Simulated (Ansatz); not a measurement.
# CH5GaO (SMILES C[O][GaH2]): wB97M-V/cc-pVDZ

What is the vertical ionisation energy of CH5GaO at wB97M-V/cc-pVDZ? 

Program for the calculation: Ansatz 0.2.0.

56 further runs of the same task are left out: 56 set aside as unsound or not needed.

## (1) The molecule

The species is CH5GaO (8 atoms), meant as a singlet with charge 0. As SMILES, `C[O][GaH2]`. The coordinates come from a PBE0-D4/def2-TZVP relaxation.

Bond lengths: C1–O2 1.402 Å, O2–Ga3 1.782 Å, C1–H4 1.096 Å, C1–H5 1.099 Å, C1–H6 1.096 Å, Ga3–H7 1.565 Å, Ga3–H8 1.555 Å. Angles: C1–O2–Ga3 123.8°, O2–C1–H4 110.0°, O2–C1–H5 113.2°, O2–C1–H6 110.0°, O2–Ga3–H7 115.8°, O2–Ga3–H8 113.9°, H4–C1–H5 107.8°, H4–C1–H6 107.8°, H5–C1–H6 107.8°, H7–Ga3–H8 130.3°.

## (2) A single-point energy at wB97M-V/cc-pVDZ

Input file job.yaml:

```yaml
crystal:
  periodic: [false, false, false]
  atoms:
    - {symbol: C, position_ang: [-0.616800, 0.972600, -0.422900]}
    - {symbol: O, position_ang: [-0.705300, -0.273500, 0.213500]}
    - {symbol: Ga, position_ang: [0.703200, -1.302000, 0.579300]}
    - {symbol: H, position_ang: [-1.200200, 0.962000, -1.350600]}
    - {symbol: H, position_ang: [0.414200, 1.256200, -0.676600]}
    - {symbol: H, position_ang: [-1.030600, 1.754200, 0.224300]}
    - {symbol: H, position_ang: [2.093900, -0.732800, 0.142900]}
    - {symbol: H, position_ang: [0.341700, -2.636700, 1.290100]}
basis:
  gaussian: {orbitals: cc-pVDZ}
hamiltonian: {xc: {name: wB97M-V}}
accuracy: high
output: {orbitals: {seedname: orbitals}}
```

The run is started by

```console
$ ansatz run job.yaml --threads 1 --pin off --max-ram 3480MiB --events-out events.jsonl --progress --plain --runs-dir runs
```

Standard output:

```text
Warning: RAYON_NUM_THREADS=1 ignored (pool sized by the plan → 1); use --threads N
Functional definition: wB97M-V
  name "wB97M-V"
  parameter omega = 0.3/bohr
  parameter cx = 0.15
  parameter cx01 = 1.007
  parameter cx10 = 0.259
  parameter css00 = 0.443
  parameter css04 = -1.437
  parameter css10 = -4.535
  parameter css20 = -3.390
  parameter css43 = 4.278
  parameter cos00 = 1.000
  parameter cos10 = 1.358
  parameter cos20 = 2.924
  parameter cos21 = -8.812
  parameter cos60 = -1.390
  parameter cos61 = 9.142
  parameter b = 6.0
  parameter c = 0.01
  gx(w, u) = 1 - cx + cx01*u + cx10*w
  gss(w, u) = css00 + css04*u^4 + css10*w + css20*w^2 + css43*w^4*u^3
  gos(w, u) = cos00 + cos10*w + (cos20 + cos21*u)*w^2 + (cos60 + cos61*u)*w^6
  exchange = spin_sum(e_x_unif_sr(omega)*gx(b97_w, b97_u_x)) + cx*exact_x_sr(omega) + exact_x_lr(omega)
  correlation = spin_sum(e_c_pw_mod_same_spin*gss(b97_w, b97_u_same))
      + integral(e_c_pw_mod_opposite_spin*gos(b97_w_opposite, b97_u_opposite)) + vv10(b, c)
1865 factors; integrals over basis functions are off by at most 4.4e-9 eV
347 factors; integrals over basis functions are off by at most 2.1e-9 eV
mean field evaluation 1: about -55534.5182 eV, gradient 4.2e1 eV
mean field evaluation 2: about -55532.2143 eV, gradient 5.7e1 eV
mean field evaluation 4: about -55538.1204 eV, gradient 1.6e0 eV
mean field evaluation 8: about -55538.2163 eV, gradient 6.4e-2 eV
mean field evaluation 16: about -55538.2163 eV, gradient 2.1e-5 eV
mean field -55538.21632617 eV, -2040.9918048316 hartree, gradient 8.4e-8 eV, S^2 0.000000; 0 other end points of the search recorded, 0 dependent functions left out
reference -55538.21633104 eV, -2040.9918050108 hartree; 25, 25 occupied and 55, 55 virtual orbitals, 1865 factors
Total energy: -55538.21633104 eV, -2040.9918050108 hartree
```

Wall time 68 s (1 thread of Arm Neoverse V1, shared host); peak memory 0.52 GiB.

## (3) The doublet cation at the same level

Input file run.yaml:

```yaml
crystal:
  periodic: [false, false, false]
  atoms:
    - {symbol: C, position_ang: [-0.616800, 0.972600, -0.422900]}
    - {symbol: O, position_ang: [-0.705300, -0.273500, 0.213500]}
    - {symbol: Ga, position_ang: [0.703200, -1.302000, 0.579300]}
    - {symbol: H, position_ang: [-1.200200, 0.962000, -1.350600]}
    - {symbol: H, position_ang: [0.414200, 1.256200, -0.676600]}
    - {symbol: H, position_ang: [-1.030600, 1.754200, 0.224300]}
    - {symbol: H, position_ang: [2.093900, -0.732800, 0.142900]}
    - {symbol: H, position_ang: [0.341700, -2.636700, 1.290100]}
basis:
  gaussian:
    orbitals: cc-pVDZ
total_charge: 1
magnetization:
  spin_polarized: true
  initial_magnetization: 1
hamiltonian:
  xc: {name: wB97M-V}
accuracy: high
output: {orbitals: {seedname: orbitals}}
```

The run is started by

```console
$ ansatz run run.yaml --threads 1 --pin off --max-ram 3480MiB --events-out events.jsonl --progress --plain --runs-dir runs
```

Standard output, shortened:

```text
Warning: RAYON_NUM_THREADS=1 ignored (pool sized by the plan → 1); use --threads N
[... 2 set-up lines as earlier in the session ...]
[...]
  gx(w, u) = 1 - cx + cx01*u + cx10*w
  gss(w, u) = css00 + css04*u^4 + css10*w + css20*w^2 + css43*w^4*u^3
  gos(w, u) = cos00 + cos10*w + (cos20 + cos21*u)*w^2 + (cos60 + cos61*u)*w^6
[...]
      + integral(e_c_pw_mod_opposite_spin*gos(b97_w_opposite, b97_u_opposite)) + vv10(b, c)
1862 factors; integrals over basis functions are off by at most 4.5e-9 eV
346 factors; integrals over basis functions are off by at most 2.8e-9 eV
[...]
mean field -55528.12140285 eV, -2040.6208232421 hartree, gradient 2.7e-8 eV, S^2 0.753770; 4 other end points of the search recorded, 0 dependent functions left out
reference -55528.12140765 eV, -2040.6208234186 hartree; 25, 24 occupied and 55, 56 virtual orbitals, 1862 factors
Total energy: -55528.12140765 eV, -2040.6208234186 hartree
```

Wall time 2.9 min (1 thread of Arm Neoverse V1, shared host); peak memory 0.96 GiB.

## (4) What came out

At wB97M-V/cc-pVDZ:

| quantity | value |
| --- | --- |
| singlet CH5GaO: total energy | -2040.99181 Eh |
| singlet CH5GaO: HOMO energy | -10.07 eV |
| singlet CH5GaO: LUMO energy | 0.61 eV |
| singlet CH5GaO: HOMO–LUMO gap | 10.68 eV |
| doublet cation: total energy | -2040.62082 Eh |
| doublet cation: HOMO energy (highest over α and β) | -16.24 eV |
| doublet cation: LUMO energy (lowest over α and β) | -10.16 eV |
| doublet cation: ⟨S²⟩ | 0.754 |
| vertical ionisation energy (to the doublet cation) | 10.095 eV |

**Reading.** Removing an electron at fixed nuclei costs 10.09 eV (974 kJ/mol). −ε(HOMO) before ionisation, 10.07 eV, is 0.02 eV below this ionisation energy.
